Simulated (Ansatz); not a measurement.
**BClGaH₂N: a ladder of functionals and wavefunction methods**

How much do the methods differ for BClGaH₂N? The plan is to run it at one geometry with functionals of several rungs and with coupled cluster, and see how far each lands from CCSD(T) at the basis-set limit for the atomisation energy.

The runs use Ansatz 0.2.0, Gaussian basis; functionals in def2-TZVPP, the program's frozen cores in correlated methods.

The runs, in order: LDA (SPW92), PBE-D4, revPBE-D4, BLYP-D4, r2SCAN-D4, B97M-V, PBE0-D4, B3LYP-D4, r2SCANh-D4, r2SCAN0-D4, HSE06-D4, BHLYP-D4, CAM-B3LYP-D4, LC-ωPBE, ωB97X-V, ωB97M-V, B2PLYP, PBE-QIDH; CCSD(T)/def2-SVP; CCSD(T)/def2-TZVPP; MP2/def2-QZVPP; extrapolation to the limit; RPA on PBE.

## (1) The relaxed structure

The geometry comes from an earlier relaxation with PBE0-D4 in a triple-zeta def2 set; it is a stationary point.

SMILES `Cl[B]1[NH][GaH]1`, 6 atoms, charge 0, spin multiplicity 1.

Atoms are counted from 1 here; the program's logs count them from 0.

Bond lengths: Cl1–B2 1.743 Å, B2–N3 1.371 Å, B2–Ga4 1.994 Å, N3–Ga4 1.945 Å, N3–H5 1.014 Å, Ga4–H6 1.553 Å. Angles: Cl1–B2–N3 137.0°, Cl1–B2–Ga4 155.3°, N3–B2–Ga4 67.7°, B2–N3–Ga4 71.6°, B2–N3–H5 130.9°, Ga4–N3–H5 157.6°, B2–Ga4–N3 40.7°, B2–Ga4–H6 164.1°, N3–Ga4–H6 123.4°.

## (2) LDA

This LDA is Slater exchange with PW92 correlation.

in.yaml

```yaml
crystal:
  periodic: [false, false, false]
  atoms:
    - {symbol: Cl, position_ang: [0.824557, -2.387935, 0.814375]}
    - {symbol: B, position_ang: [0.193400, -0.838225, 0.325488]}
    - {symbol: N, position_ang: [0.621788, 0.227174, -0.423116]}
    - {symbol: Ga, position_ang: [-1.167078, 0.616364, 0.233950]}
    - {symbol: H, position_ang: [1.492228, 0.382197, -0.918667]}
    - {symbol: H, position_ang: [-1.922893, 1.936327, -0.078130]}
basis:
  gaussian: {orbitals: def2-TZVPP}
hamiltonian: {xc: lda}
output: {orbitals: {seedname: orbitals}}
```

The run is started by

```
> ansatz run in.yaml --threads 2 --pin off --events-out ev --progress --plain --max-ram 4352MiB
```

The runs that follow: PBE-D4 (GGA); revPBE-D4 (GGA); BLYP-D4 (GGA); r2SCAN-D4 (meta-GGA); B97M-V (meta-GGA); B3LYP-D4 (hybrid); r2SCANh-D4 (hybrid); r2SCAN0-D4 (hybrid); HSE06-D4 (hybrid); BHLYP-D4 (hybrid); CAM-B3LYP-D4 (range-separated); LC-ωPBE (range-separated); ωB97X-V (range-separated); ωB97M-V (range-separated); B2PLYP (double hybrid); PBE-QIDH (double hybrid); CCSD(T) in def2-SVP; CCSD(T) in def2-TZVPP; MP2 in def2-QZVPP; RPA on PBE orbitals.

**Question.** What will the summary of the whole plan be? Wanted: atomisation energy, CCSD(T)/CBS; farthest beyond LDA; mean size of error, GGA; mean size of error, meta-GGA; mean size of error, hybrid; mean size of error, range-separated; mean size of error, double hybrid; gap, smallest and largest; T1 diagnostic.

**Answer**, as computed:

```
                               quantity                                                                                                            value
        atomisation energy, CCSD(T)/CBS                                                                                                    1898.3 kJ/mol
 functionals within 19.0 kJ/mol (1.0 %)  revPBE-D4, BLYP-D4, B3LYP-D4, r2SCANh-D4, r2SCAN0-D4, CAM-B3LYP-D4, LC-ωPBE, ωB97X-V, ωB97M-V, B2PLYP, PBE-QIDH
                    farthest beyond LDA                                                                                            PBE-D4 (+80.7 kJ/mol)
                mean size of error, GGA                                                                                                      34.2 kJ/mol
           mean size of error, meta-GGA                                                                                                      35.8 kJ/mol
             mean size of error, hybrid                                                                                                      27.2 kJ/mol
    mean size of error, range-separated                                                                                                      11.0 kJ/mol
      mean size of error, double hybrid                                                                                                      11.7 kJ/mol
              gap, smallest and largest                                                                         3.45 eV (LDA (SPW92)), 9.88 eV (LC-ωPBE)
                          T1 diagnostic                                                                                                           0.0145
triples share of the correlation energy                                                                                                            4.6 %
```

The LDA atomisation energy is off by 353.9 kJ/mol (19 %): it overbinds. PBE-D4 misses by +80.7 kJ/mol. Double hybrids carry the basis error of their MP2 part in triple zeta, and no dispersion term here, so their miss is partly the set-up's. The rungs range-separated, double hybrid miss on average by less than the doubt on the reference (19.0 kJ/mol), so they tie. The reference freezes the cores and leaves out relativity and excitations past (T), and its outer-core shells are covered unevenly, so misses under about 19.0 kJ/mol can't be ranked. Hartree-Fock recovers 67 % of the binding; the rest is correlation. CCSD(T) in def2-SVP is off by -120.0 kJ/mol, more than most functionals: a good method in a small basis is no reference. Orbital gaps span 3.4 to 9.9 eV; exact exchange widens them. Correlated methods include outer-core shells of Ga, which these sets cover unevenly.
